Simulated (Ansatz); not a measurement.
**SnBr2F2: how energies converge with the basis set**

How large a basis does SnBr2F2 need? Two functionals are run in growing sets.

Program: Ansatz 0.2.0, Gaussian basis. Level of theory: one geometry, several basis sets. These are calculated values, not measurements.

The runs, in order: PBE0-D4/def2-SVP; ωB97M-V/def2-SVP; PBE0-D4/def2-QZVPP; ωB97M-V/def2-QZVPP; the functionals' def2-TZVPP values are taken from earlier runs.

## Step 1: The geometry

All runs share one geometry, relaxed beforehand with PBE0-D4 in a triple-zeta def2 set. Sn takes the def2 core potential; no spin-orbit term is included.

SMILES `[F][Sn]([F])([Br])[Br]`, 5 atoms, charge 0, spin multiplicity 1.

Atoms are counted from 1 here; the program's logs count them from 0.

Bond lengths: F1–Sn2 1.891 Å, Sn2–F3 1.891 Å, Sn2–Br4 2.421 Å, Sn2–Br5 2.421 Å. Angles: F1–Sn2–F3 104.4°, F1–Sn2–Br4 109.1°, F1–Sn2–Br5 109.1°, F3–Sn2–Br4 109.1°, F3–Sn2–Br5 109.1°, Br4–Sn2–Br5 115.4°.

Coordinates:

```mol
Br2F2Sn
  3D, bonds by distance, orders not assigned

  5  4  0  0  0  0  0  0  0  0999 V2000
    0.0321   -0.4047    1.8764 F   0  0
    0.0432   -0.0472    0.0194 Sn  0  0
    1.4777   -1.0813   -0.6507 F   0  0
   -2.0273   -0.8393   -0.9530 Br  0  0
    0.5243    2.2988   -0.3335 Br  0  0
  1  2  8  0
  2  3  8  0
  2  4  8  0
  2  5  8  0
M  END
```

## Step 2: PBE0-D4 in def2-SVP

File in.yaml:

```yaml
crystal:
  periodic: [false, false, false]
  atoms:
    - {symbol: F, position_ang: [0.032062, -0.404663, 1.876376]}
    - {symbol: Sn, position_ang: [0.043207, -0.047218, 0.019423]}
    - {symbol: F, position_ang: [1.477739, -1.081253, -0.650697]}
    - {symbol: Br, position_ang: [-2.027306, -0.839305, -0.952991]}
    - {symbol: Br, position_ang: [0.524298, 2.298839, -0.333512]}
basis:
  gaussian: {orbitals: def2-SVP}
hamiltonian: {xc: pbe0, dispersion: d4}
output: {orbitals: {seedname: orbitals}}
```

The run is started by

```
$ ansatz run in.yaml --threads 4 --pin off --events-out ev --progress --plain --max-ram 10444MiB
```

Further steps of the session: ωB97M-V in def2-SVP; PBE0-D4 in def2-QZVPP; ωB97M-V in def2-QZVPP.

Before running them: what should the planned runs give, taken together? Wanted: PBE0-D4: double and triple zeta above quadruple; ωB97M-V: double and triple zeta above quadruple.

**Answer**, as computed:

```
                                       quantity           value
PBE0-D4: double and triple zeta above quadruple  27.76, 3.28 eV
ωB97M-V: double and triple zeta above quadruple  27.68, 3.15 eV
```

PBE0-D4 gains 24.49 eV from double to triple zeta, then 3.28 eV more. These are total energies; as a rule much of such shifts cancels in differences, which this series doesn't test.
